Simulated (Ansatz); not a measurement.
# ReS4 ([ReS4]-): the cost of one run

The runs use Ansatz 0.2.0, Gaussian basis; the settings change from run to run.

### 1 The relaxed structure

The geometry comes from an earlier relaxation with PBE0-D4/def2-SVPD; it is a stationary point. Re takes a core potential in def2 sets; no spin-orbit term is included.

5 atoms, charge -1, spin multiplicity 1.

Atoms are counted from 1 here; the program's logs count them from 0.

Bond lengths: Re1–S2 2.149 Å, Re1–S3 2.149 Å, Re1–S4 2.149 Å, Re1–S5 2.149 Å. Angles: S2–Re1–S3 109.5°, S2–Re1–S4 109.4°, S2–Re1–S5 109.6°, S3–Re1–S4 109.5°, S3–Re1–S5 109.4°, S4–Re1–S5 109.5°.

### 2 r2SCAN0/def2-TZVPP

Set apart from the defaults: charge 0, multiplicity 2.

in.yaml

```yaml
crystal:
  periodic: [false, false, false]
  atoms:
    - {symbol: Re, position_ang: [0.000012, -0.000047, 0.000066]}
    - {symbol: S, position_ang: [0.010549, -0.015628, 2.149379]}
    - {symbol: S, position_ang: [2.023083, 0.008745, -0.725900]}
    - {symbol: S, position_ang: [-1.021382, 1.758156, -0.696574]}
    - {symbol: S, position_ang: [-1.012261, -1.751226, -0.726981]}
basis:
  gaussian: {orbitals: def2-TZVPP}
magnetization: {spin_polarized: true, initial_magnetization: 1}
hamiltonian: {xc: {name: r2SCAN0}}
scf: {omitted_lower_state_checks: [starts]}
```

Launch:

```bash
$ ansatz run in.yaml --threads 4 --pin off --events-out ev --progress --plain --max-ram 3916MiB
```

Q: Estimate wall time and peak memory on 4 threads of Arm Neoverse V1, shared host.

About 63 s, with a peak of 1.6 GiB.
